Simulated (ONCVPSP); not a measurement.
# Pseudopotential generation for cobalt: ONCV, PBEsol

Do these settings give a usable potential? It is generated, then checked for transferability, scattering, ghosts and hardness.

Program: ONCVPSP 4.0.1.1 (patched build). Reference atom: PBEsol, scalar-relativistic, spherical and spin-unpolarised. All values are calculated.

## 1. The design

Typed settings, in words:

| Property | Result |
| --- | --- |
| element | cobalt (Co, Z = 27) |
| type | optimised norm-conserving Vanderbilt (ONCV) |
| frozen core | [Ne] |
| valence charge | 17 |
| reference configuration | 3s2 3p6 3d7 4s2 |
| partial waves | 3s+4s: rc 1.45 bohr, ncon 3, nbas 6, qcut 6.9 1/bohr, 2 projectors; 3p: rc 0.90 bohr, ncon 5, nbas 9, qcut 9.6 1/bohr, 2 projectors, debl 3.7 Ha; 3d: rc 1.00 bohr, ncon 3, nbas 8, qcut 16.7 1/bohr, 2 projectors, debl 0.7 Ha |
| local potential | polynomial inside 0.60 bohr (lpopt 5, dvloc0 3 Ha) |
| core correction | not asked for |

## 2. Generation

The input, Co.dat:

```
# ATOM AND REFERENCE CONFIGURATION
# atsym  z   nc   nv     iexc    psfile
  Co 27.00    3    4  -116133      upf
#
#   n    l    f
    1    0    2.00
    2    0    2.00
    2    1    6.00
    3    0    2.00
    3    1    6.00
    3    2    7.00
    4    0    2.00
#
# PSEUDOPOTENTIAL AND OPTIMIZATION
# lmax
    2
#
#   l,   rc,      ep,       ncon, nbas, qcut
    0    1.45    0.00    3    6    6.90
    1    0.90    0.00    5    9    9.60
    2    1.00    0.00    3    8   16.70
#
# LOCAL POTENTIAL
# lloc, lpopt,  rc(5),   dvloc0
    4    5    0.60    3.00
#
# VANDERBILT-KLEINMAN-BYLANDER PROJECTORs
# l, nproj, debl
    0    2    2.40
    1    2    3.70
    2    2    0.70
#
# MODEL CORE CHARGE
# icmod, fcfact, rcfact
    0    0.00    0.00
#
# LOG DERIVATIVE ANALYSIS
# epsh1, epsh2, depsh
   -5.00    5.00    0.04
#
# OUTPUT GRID
# rlmax, drl
    6.00    0.01
#
# TEST CONFIGURATIONS
# ncnf
    4
# nvcnf
#   n    l    f
    4
    3    0    2.00
    3    1    6.00
    3    2    7.00
    4    0    1.00
#
    4
    3    0    2.00
    3    1    6.00
    3    2    7.00
    4    0    0.00
#
    4
    3    0    2.00
    3    1    6.00
    3    2    6.00
    4    0    0.00
#
    4
    3    0    2.00
    3    1    6.00
    3    2    8.00
    4    0    1.00
#
```

On the command line:

```sh
$ oncvpsp.x < Co.dat > Co.out
```

The output, Co.out (without the consistency checks and plot data):

```text
ONCVPSP  (Optimized Norm-Conservinng Vanderbilt PSeudopotential)
scalar-relativistic version 4.0.1.1, modified

#   n    l    f        energy (Ha)
    1    0    2.00    -2.7876397E+02
    2    0    2.00    -3.3003638E+01
    2    1    6.00    -2.8276911E+01
    3    0    2.00    -3.7534896E+00
    3    1    6.00    -2.4074667E+00
    3    2    7.00    -3.0244096E-01
    4    0    2.00    -2.0173199E-01

Reference configufation results
  iterations    31
  all-electron total energy (Ha)   -1.39190198D+03

Begin loop to  construct optimized pseudo wave functions
and semi-local pseudopoentials for all angular momenta

Calculating optimized projector #   1

 for l=   0

    Fraction of norm inside rc  0.974125
    Optimizing pswf for qcut=   6.89 a_B^-1,  ecut=  23.74 Ha
    Residual kinetic energy error=  3.77D-06 Ha

    Energy error per electron        Cutoff
         Ha          eV             Ha
         0.01000     0.27211       10.84
         0.00100     0.02721       14.14
         0.00010     0.00272       16.76
         0.00001     0.00027       19.68

Calculating optimized projector #   2

 for l=   0

    Fraction of norm inside rc  0.061001
    Optimizing pswf for qcut=   6.89 a_B^-1,  ecut=  23.74 Ha
    Residual kinetic energy error=  1.98D-05 Ha

    Energy error per electron        Cutoff
         Ha          eV             Ha
         0.01000     0.27211        7.65
         0.00100     0.02721       10.72
         0.00010     0.00272       14.43
         0.00001     0.00027       35.03

   Wellstate for l =  1  n =  5
     eigenvalue =   1.2925
     asymptotic potential =   1.7925
     half-point radius =  3.7166

Calculating optimized projector #   1

 for l=   1

    Fraction of norm inside rc  0.652840
    Optimizing pswf for qcut=   9.59 a_B^-1,  ecut=  45.94 Ha
    Residual kinetic energy error=  1.13D-03 Ha

    Energy error per electron        Cutoff
         Ha          eV             Ha
         0.01000     0.27211       27.46
         0.00100     0.02721       51.16
         0.00010     0.00272      282.48
         0.00001     0.00027      332.09

Calculating optimized projector #   2

 for l=   1

    Fraction of norm inside rc  0.033568
    Optimizing pswf for qcut=   9.59 a_B^-1,  ecut=  45.94 Ha
    Residual kinetic energy error=  1.16D-04 Ha

    Energy error per electron        Cutoff
         Ha          eV             Ha
         0.01000     0.27211       21.45
         0.00100     0.02721       29.67
         0.00010     0.00272       50.66
         0.00001     0.00027      166.73

   Wellstate for l =  2  n =  4
     eigenvalue =   0.3976
     asymptotic potential =   0.8976
     half-point radius =  5.4157

Calculating optimized projector #   1

 for l=   2

    Fraction of norm inside rc  0.562973
    Optimizing pswf for qcut=  16.71 a_B^-1,  ecut= 139.64 Ha
    Residual kinetic energy error=  3.48D-07 Ha

    Energy error per electron        Cutoff
         Ha          eV             Ha
         0.01000     0.27211       79.16
         0.00100     0.02721       96.54
         0.00010     0.00272      110.60
         0.00001     0.00027      121.84

Calculating optimized projector #   2

 for l=   2

    Fraction of norm inside rc  0.054599
    Optimizing pswf for qcut=  16.71 a_B^-1,  ecut= 139.64 Ha
    Residual kinetic energy error=  1.74D-08 Ha

    Energy error per electron        Cutoff
         Ha          eV             Ha
         0.01000     0.27211       61.04
         0.00100     0.02721       82.38
         0.00010     0.00272       99.68
         0.00001     0.00027      113.61

Construct Vanderbilt / Kleinmman-Bylander projectors

B matrix Hermiticity error, ll=   0
   1   2    3.5210E-04

  Orthonormal projector coefficients  1.8966E+01  1.8539E+00

B matrix Hermiticity error, ll=   1
   1   2   -4.2196E-04

  Orthonormal projector coefficients  1.5326E+01  3.7163E+00

B matrix Hermiticity error, ll=   2
   1   2    5.8446E-05

  Orthonormal projector coefficients -8.5833E+00 -2.5837E+00

Pseudoatom total energy -145.722598

Diagnostic tests using Vanderbilt-Kleinman-Bylander pseudopotentials
  1 or more projectors used as specified by nproj input data

   l    rcore       rmatch      e in        delta e   norm test  slope test

   0   1.4527869   1.4968967  -3.7534896   0.0000103   1.0002082   1.0001856
   0   1.4527869   1.4968967  -0.2017320   0.0000075   1.0000520   1.0000123

   1   0.9002507   0.9275842  -2.4074667  -0.0000479   1.0001827   1.0002394
   1   0.9002507   0.9275842   1.2925333   0.0000278   1.0004933   1.0004933

   2   1.0025986   1.0330397  -0.3024410  -0.0000099   1.0001218   1.0001008
   2   1.0025986   1.0330397   0.3975590  -0.0000193   1.0002582   1.0002582

 Testing for bound ghosts
   n   l    E NL Schr. Eq   E Basis Diag.   E Cutoff

   1   0       -3.753479       -3.753439     61.11
   2   0       -0.201724       -0.118564     61.11

   2   1       -2.407515       -2.404884    487.10

   3   2       -0.302451       -0.277685    342.25

 Testing for highly-localized positive-energy ghosts
       l    <radius>/rc     E Basis Diag.   E Cutoff

       0        0.815865        6.904111     61.11  WARNING - GHOST(+)

Test configuration 0

   n   l     f        eae           eps        diff
   1   0  2.0000 -278.76397181
   2   0  2.0000  -33.00363803
   2   1  6.0000  -28.27691133
   3   0  2.0000   -3.75348965   -3.75347939    1.03D-05
   3   1  6.0000   -2.40746673   -2.40751460   -4.79D-05
   3   2  7.0000   -0.30244096   -0.30245081   -9.85D-06
   4   0  2.0000   -0.20173199   -0.20172445    7.55D-06

    Total energies and differences
      AE_ref= -1.39190198D+03  AE_tst= -1.39190198D+03  dif=  0.00D+00
      PS_ref= -1.45722598D+02  PS_tst= -1.45722598D+02  dif=  5.68D-14
      PSP excitation error= -5.68D-14

Test configuration 1

   n   l     f        eae           eps        diff
   1   0  2.0000 -279.09026526
   2   0  2.0000  -33.32272460
   2   1  6.0000  -28.59660549
   3   0  2.0000   -4.07783580   -4.07737099    4.65D-04
   3   1  6.0000   -2.73232393   -2.73226911    5.48D-05
   3   2  7.0000   -0.62431928   -0.62445094   -1.32D-04
   4   0  1.0000   -0.46887389   -0.46880769    6.62D-05

    Total energies and differences
      AE_ref= -1.39190198D+03  AE_tst= -1.39156955D+03  dif=  3.32D-01
      PS_ref= -1.45722598D+02  PS_tst= -1.45390165D+02  dif=  3.32D-01
      PSP excitation error= -1.85D-06

Test configuration 2

   n   l     f        eae           eps        diff
   1   0  2.0000 -279.46978424
   2   0  2.0000  -33.69111342
   2   1  6.0000  -28.96592460
   3   0  2.0000   -4.45274465   -4.45173960    1.01D-03
   3   1  6.0000   -3.10755214   -3.10738529    1.67D-04
   3   2  7.0000   -0.99352301   -0.99387674   -3.54D-04

    Total energies and differences
      AE_ref= -1.39190198D+03  AE_tst= -1.39095592D+03  dif=  9.46D-01
      PS_ref= -1.45722598D+02  PS_tst= -1.44776605D+02  dif=  9.46D-01
      PSP excitation error=  6.64D-05

Test configuration 3

   n   l     f        eae           eps        diff
   1   0  2.0000 -280.20169538
   2   0  2.0000  -34.44499710
   2   1  6.0000  -29.71778738
   3   0  2.0000   -5.16071009   -5.16425240   -3.54D-03
   3   1  6.0000   -3.80682645   -3.80739436   -5.68D-04
   3   2  6.0000   -1.65852407   -1.65856904   -4.50D-05

    Total energies and differences
      AE_ref= -1.39190198D+03  AE_tst= -1.38963893D+03  dif=  2.26D+00
      PS_ref= -1.45722598D+02  PS_tst= -1.43459266D+02  dif=  2.26D+00
      PSP excitation error= -2.77D-04

Test configuration 4

   n   l     f        eae           eps        diff
   1   0  2.0000 -278.59022778
   2   0  2.0000  -32.80840336
   2   1  6.0000  -28.08378250
   3   0  2.0000   -3.57704780   -3.57521868    1.83D-03
   3   1  6.0000   -2.23596774   -2.23540368    5.64D-04
   3   2  8.0000   -0.15646186   -0.15651868   -5.68D-05
   4   0  1.0000   -0.16090439   -0.16077394    1.30D-04

    Total energies and differences
      AE_ref= -1.39190198D+03  AE_tst= -1.39194663D+03  dif= -4.47D-02
      PS_ref= -1.45722598D+02  PS_tst= -1.45767340D+02  dif= -4.47D-02
      PSP excitation error=  9.03D-05
```

Wall time 6 s (1 thread of Neoverse-N1, shared host).

All-electron and pseudo partial waves u(r) = r·R(r), from the program's wave files:

```
r (bohr)    3p AE   3p PS   3d AE   3d PS
   0.072  -0.4356  0.0369  0.0379  0.0100
   0.145  -0.6213  0.1415  0.1782  0.0744
   0.217  -0.3829  0.2961  0.3658  0.2156
   0.290   0.0362  0.4878  0.5520  0.4203
   0.362   0.4480  0.6865  0.7048  0.6370
   0.435   0.7818  0.8696  0.8197  0.8214
   0.507   1.0076  1.0167  0.8947  0.9392
   0.580   1.1382  1.1245  0.9366  0.9910
   0.652   1.1892  1.1802  0.9515  0.9934
   0.725   1.1831  1.1809  0.9465  0.9695
   0.798   1.1376  1.1373  0.9272  0.9360
   0.870   1.0684  1.0682  0.8986  0.9006
   0.942   0.9860  0.9858  0.8641  0.8642
   1.015   0.8967  0.8966  0.8255  0.8254
   1.088   0.8069  0.8068  0.7852  0.7851
   1.160   0.7213  0.7212  0.7448  0.7448
   1.232   0.6406  0.6405  0.7049  0.7048
   1.305   0.5650  0.5649  0.6654  0.6653
   1.378   0.4961  0.4960  0.6273  0.6272
   1.450   0.4349  0.4348  0.5912  0.5912
   1.522   0.3801  0.3800  0.5569  0.5568
   1.595   0.3307  0.3306  0.5239  0.5239
   1.668   0.2871  0.2871  0.4928  0.4927
   1.740   0.2494  0.2493  0.4638  0.4637
   1.812   0.2162  0.2162  0.4365  0.4364
   1.885   0.1869  0.1869  0.4105  0.4105
```

## 3. The configuration tests of the same run

Energies count from the reference configuration 3s2 3p6 3d7 4s2; the error is all-electron less pseudo.

```csv
valence configuration,charge,ΔE all-electron (eV),error AE − PS (meV)
3s2 3p6 3d7 4s1,+1,9.046,-0.1
3s2 3p6 3d7 4s0,+2,25.744,+1.8
3s2 3p6 3d6 4s0,+3,61.581,-7.5
3s2 3p6 3d8 4s1,0,-1.215,+2.5
```

## 4. Logarithmic derivatives

Taken from the files of the generation run. The phase is arctan(r·R′/R) of the radial function R, unwrapped, with energies in Ha. A pole is an energy at which the radial function vanishes at the test radius. The pseudo phase is shifted by a multiple of π to meet the all-electron one at the reference energy. Levels narrower than the energy grid can be missing from the poles. The last column is the largest difference on the grid between −0.5 and +0.5 Ha.

| channel | radius (bohr) | reference (Ha) | poles AE | poles PS | window around the reference with phases within 0.05 rad (Ha) | largest difference near zero (rad) |
| --- | --- | --- | --- | --- | --- | --- |
| s | 1.47 | -0.20 | -3.46 | -3.46 | the whole range | 0.000 |
| p | 0.91 | -2.41 | 2.09 | 2.09 | the whole range | 0.000 |
| d | 1.01 | -0.30 | 2.17 | 2.17 | the whole range | 0.000 |

Phases (rad) along the scan:

```
E (Ha)    s AE    s PS    p AE    p PS
 -4.96   1.088   1.087   0.013   0.013
 -4.48   0.802   0.801  -0.269  -0.269
 -4.00  -0.791  -0.791  -0.538  -0.538
 -3.52  -1.542  -1.542  -0.765  -0.765
 -3.04  -1.710  -1.710  -0.942  -0.942
 -2.56  -1.800  -1.800  -1.077  -1.077
 -2.08  -1.872  -1.873  -1.181  -1.181
 -1.60  -1.948  -1.948  -1.262  -1.262
 -1.12  -2.040  -2.040  -1.327  -1.327
 -0.64  -2.169  -2.169  -1.381  -1.381
 -0.16  -2.368  -2.368  -1.425  -1.425
  0.32  -2.697  -2.697  -1.464  -1.464
  0.80  -3.192  -3.195  -1.497  -1.497
  1.28  -3.697  -3.702  -1.527  -1.527
  1.76  -4.038  -4.045  -1.554  -1.554
  2.24  -4.242  -4.250  -1.579  -1.579
  2.72  -4.369  -4.379  -1.602  -1.602
  3.20  -4.455  -4.466  -1.624  -1.624
  3.68  -4.516  -4.531  -1.646  -1.646
  4.16  -4.563  -4.582  -1.667  -1.667
  4.64  -4.600  -4.625  -1.689  -1.689
```

## 5. Plane-wave cutoff and ghosts

From the same output: the cutoffs (Ha) at which the residual kinetic energy of the hardest occupied pseudo-wave falls to 1 and 0.1 mHa per electron are 97 Ha and 282 Ha.

The program's own ghost test: no bound ghost flagged; GHOST(+) flagged for s at 187.9 eV.

Cutoff (Ha) at which the first wave of each channel reaches a given error (Ha per electron):

```
  error     s      p      d
1.0e-02  10.8   27.5   79.2
3.2e-03  12.7   31.4   88.3
1.0e-03  14.1   51.2   96.5
3.2e-04  15.5  172.2  104.0
1.0e-04  16.8  282.5  110.6
3.2e-05  18.0  311.7  116.5
1.0e-05  19.7  332.1  121.8
```

## 6. Outcome

```
                                                quantity                          value
  cutoffs for 1 and 0.1 mHa per electron, occupied waves               97 Ha and 282 Ha
                                            bound ghosts                     none found
                                          GHOST(+) flags                    s at 188 eV
                            largest test error (AE − PS)  -7.5 meV, for 3s2 3p6 3d6 4s0
largest phase difference near zero energy, channels read                      0.000 rad
```

In words: The worst unpolarised test, 3s2 3p6 3d6 4s0, is off by 7.5 meV on 61.6 eV; by total energies transferability rates as good. The potential is very hard: the looser tolerance needs 97 Ha. The tighter tolerance needs 282 Ha, and converged work needs a cutoff nearer that. At the looser tolerance the 3d wave is the slowest; 3p needs 51 Ha. It is free of bound ghosts as far as tested. Near zero energy the phases of the channels with partial waves agree within 0.001 rad. The program also flags highly localised states, GHOST(+) (s).
